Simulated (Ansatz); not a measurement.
# C2H5AlO (SMILES [CH3][Al]1[CH2][O]1): levels of theory compared

Wanted: a comparison of 4 runs (B3LYP/6-31G*, SVWN5/6-31G*, wB97X/6-31G*, RPA@PBE0/6-31G*) of C2H5AlO. 

The calculation is run with Ansatz 0.2.0.

82 further runs of the same task are left out: 82 set aside as unsound or not needed.

### Step 1. The structure to begin with

The species is C2H5AlO (9 atoms), meant as a singlet with charge 0. SMILES: `[CH3][Al]1[CH2][O]1`. The C1–H6 distance was set to 1.637 Å, away from the relaxed value. At this shape a bond of the SMILES string is far longer than usual.

Bond lengths: C1–Al2 1.934 Å, Al2–C3 1.883 Å, Al2–O4 1.707 Å, C3–O4 1.488 Å, C1–H5 1.093 Å, C1–H7 1.094 Å, C3–H8 1.091 Å, C3–H9 1.091 Å. Some angles: C1–Al2–C3 171.7°, C1–Al2–O4 139.6°, C3–Al2–O4 48.7°, Al2–C3–O4 59.5°, Al2–O4–C3 71.8°, Al2–C1–H5 110.3°, Al2–C1–H7 110.1°, Al2–C3–H8 123.8°, Al2–C3–H9 123.8°, O4–C3–H8 112.4°. A long bond or contact: C1–H6 1.637 Å.

### Step 2. The energy at B3LYP/6-31G(d) (spherical functions) (run 1)

Input file molecule.yaml:

```yaml
crystal:
  periodic: [false, false, false]
  atoms:
    - symbol: C
      position_ang: [-0.556249, 0.867297, -1.363502]
    - symbol: Al
      position_ang: [0.165951, -0.529603, -0.237802]
    - symbol: C
      position_ang: [0.793351, -1.733103, 1.067298]
    - symbol: O
      position_ang: [0.903951, -2.062403, -0.379902]
    - symbol: H
      position_ang: [0.154351, 1.122097, -2.154102]
    - symbol: H
      position_ang: [-0.900200, 2.226000, -0.517500]
    - symbol: H
      position_ang: [-1.476549, 0.523897, -1.844102]
    - symbol: H
      position_ang: [0.153151, -2.433403, 1.605698]
    - symbol: H
      position_ang: [1.767851, -1.650303, 1.550798]
basis:
  gaussian:
    orbitals: 6-31G_st_-spherical.json
magnetization:
  spin_polarized: false
  initial_magnetization: 0
hamiltonian:
  xc: {name: B3LYP}
accuracy: high
output: {orbitals: {seedname: orbitals}}
```

The basis set 6-31G* is read from a file made from the Basis Set Exchange's data (not shown).

Run with:

```
ansatz run molecule.yaml --threads 1 --pin off --max-ram 3480MiB --events-out events.jsonl --progress --plain --runs-dir runs
```

Log:

```text
Warning: RAYON_NUM_THREADS=1 ignored (pool sized by the plan → 1); use --threads N
Functional definition: B3LYP
  name "B3LYP"
  parameter a0 = 0.2
  parameter ax = 0.72
  parameter ac = 0.81
  exchange = (1 - a0 - ax)*slater_x + ax*b88_x + a0*exact_x
  correlation = (1 - ac)*vwn_rpa_c + ac*lyp_c
1640 factors; integrals over basis functions are off by at most 8.5e-9 eV
mean field evaluation 1: about -10785.2164 eV, gradient 6.9e1 eV
mean field evaluation 2: about -10723.9671 eV, gradient 1.6e2 eV
mean field evaluation 4: about -10796.2978 eV, gradient 1.2e1 eV
mean field evaluation 8: about -10796.8114 eV, gradient 1.6e0 eV
mean field evaluation 16: about -10796.8191 eV, gradient 1.7e-4 eV
mean field -10796.81906087 eV, -396.7757821400 hartree, gradient 9.9e-8 eV, S^2 0.000000; 0 other end points of the search recorded, 0 dependent functions left out
reference -10796.81910320 eV, -396.7757836959 hartree; 19, 19 occupied and 51, 51 virtual orbitals, 1640 factors
Total energy: -10796.81910320 eV, -396.7757836959 hartree
```

Run time: 6.3 s. Hardware: 1 thread of Arm Neoverse V2, shared host; peak memory 0.21 GiB.

### Step 3. A single-point energy at SVWN5/6-31G(d) (spherical functions) (run 2)

Input file input.yaml:

```yaml
crystal:
  periodic: [false, false, false]
  atoms:
    - {symbol: C, position_ang: [-0.556249, 0.867297, -1.363502]}
    - {symbol: Al, position_ang: [0.165951, -0.529603, -0.237802]}
    - {symbol: C, position_ang: [0.793351, -1.733103, 1.067298]}
    - {symbol: O, position_ang: [0.903951, -2.062403, -0.379902]}
    - {symbol: H, position_ang: [0.154351, 1.122097, -2.154102]}
    - {symbol: H, position_ang: [-0.900200, 2.226000, -0.517500]}
    - {symbol: H, position_ang: [-1.476549, 0.523897, -1.844102]}
    - {symbol: H, position_ang: [0.153151, -2.433403, 1.605698]}
    - {symbol: H, position_ang: [1.767851, -1.650303, 1.550798]}
basis:
  gaussian:
    orbitals: 6-31G_st_-spherical.json
hamiltonian:
  xc: {name: SVWN5}
accuracy: high
output: {orbitals: {seedname: orbitals}}
```

The basis set 6-31G* is read from a file made from the Basis Set Exchange's data (not shown).

Run with:

```
ansatz run input.yaml --threads 1 --pin off --max-ram 3480MiB --events-out events.jsonl --progress --plain --runs-dir runs
```

Log:

```text
Warning: RAYON_NUM_THREADS=1 ignored (pool sized by the plan → 1); use --threads N
Functional definition: SVWN5
  name "SVWN5"
  exchange = slater_x
  correlation = vwn5_c
1640 factors; integrals over basis functions are off by at most 8.5e-9 eV
mean field evaluation 1: about -10716.5196 eV, gradient 8.1e1 eV
mean field evaluation 2: about -10608.1619 eV, gradient 2.0e2 eV
mean field evaluation 4: about -10732.0307 eV, gradient 1.3e1 eV
mean field evaluation 8: about -10732.5541 eV, gradient 3.0e-1 eV
mean field evaluation 16: about -10732.5444 eV, gradient 6.5e-5 eV
mean field -10732.54438860 eV, -394.4137315011 hartree, gradient 1.6e-8 eV, S^2 0.000000; 0 other end points of the search recorded, 0 dependent functions left out
reference -10732.54439279 eV, -394.4137316551 hartree; 19, 19 occupied and 51, 51 virtual orbitals, 1640 factors
Total energy: -10732.54439279 eV, -394.4137316551 hartree
```

Run time: 3.3 s. Hardware: 1 thread of Arm Neoverse V2, shared host; peak memory 0.19 GiB.

Run 3 isn't shown in full; the table further down has it.

### Step 4. The energy at RPA@PBE0/6-31G(d) (spherical functions) (run 4)

Input file run.yaml:

```yaml
crystal:
  periodic: [false, false, false]
  atoms:
    - {symbol: C, position_ang: [-0.556249, 0.867297, -1.363502]}
    - {symbol: Al, position_ang: [0.165951, -0.529603, -0.237802]}
    - {symbol: C, position_ang: [0.793351, -1.733103, 1.067298]}
    - {symbol: O, position_ang: [0.903951, -2.062403, -0.379902]}
    - {symbol: H, position_ang: [0.154351, 1.122097, -2.154102]}
    - {symbol: H, position_ang: [-0.900200, 2.226000, -0.517500]}
    - {symbol: H, position_ang: [-1.476549, 0.523897, -1.844102]}
    - {symbol: H, position_ang: [0.153151, -2.433403, 1.605698]}
    - {symbol: H, position_ang: [1.767851, -1.650303, 1.550798]}
basis:
  gaussian:
    orbitals: 6-31G_st_-spherical.json
hamiltonian:
  xc: {name: PBE0}
correlation:
  method: rpa
  frozen_orbitals: {Al: 5, C: 1, H: 0, O: 1}
accuracy: high
```

The basis set 6-31G* is read from a file made from the Basis Set Exchange's data (not shown).

Run with:

```
ansatz run run.yaml --threads 1 --pin off --max-ram 3480MiB --events-out events.jsonl --progress --plain --runs-dir runs
```

Log, cut to the lines that bear on the results:

```text
Warning: RAYON_NUM_THREADS=1 ignored (pool sized by the plan → 1); use --threads N
Functional definition: PBE0
  name "PBE0"
[...]
1640 factors; integrals over basis functions are off by at most 8.5e-9 eV
[...]
mean field -10788.15239962 eV, -396.4572882138 hartree, gradient 9.3e-8 eV, S^2 0.000000; 2 other end points of the search recorded, 0 dependent functions left out
8 core orbitals not correlated: weight in the atoms' cores, before any rotation towards them, 1.000 or more for the frozen orbitals, at most 0.000 for the correlated occupied ones
reference -10755.86336857 eV, -395.2706882089 hartree; 11, 11 occupied and 51, 51 virtual orbitals, 1640 factors
Total energy: -10775.59309156 eV, -395.9957421557 hartree
```

Run time: 12 s. Hardware: 1 thread of Arm Neoverse V2, shared host; peak memory 0.25 GiB.

### Step 5. Overview of the runs

```tsv
run	level	frozen core orbitals	energy (Eh)	HOMO energy (eV)	LUMO energy (eV)	HOMO–LUMO gap (eV)	wall time
1	B3LYP/6-31G* (spherical functions)	–	-396.775784	-5.84	-1.21	4.63	6.3 s
2	SVWN5/6-31G* (spherical functions)	–	-394.413732	-4.91	-1.95	2.95	3.3 s
3	wB97X/6-31G* (spherical functions)	–	-396.701062	-8.41	1.16	9.57	24 s
4	RPA@PBE0/6-31G* (spherical functions)	8	-395.995742	–	–	–	12 s
```

### Step 6. Results

```
                               quantity          value
                    run 4: total energy  -395.99574 Eh
run 4: RPA correlation energy (valence)     -725.1 mEh
```

Over runs 1, 2, 3 the HOMO–LUMO gap runs from 2.95 eV (SVWN5/6-31G*) to 9.57 eV (wB97X/6-31G*). Totals of different functionals can't be ranked against each other. All runs together took 45 s, the longest 24 s.
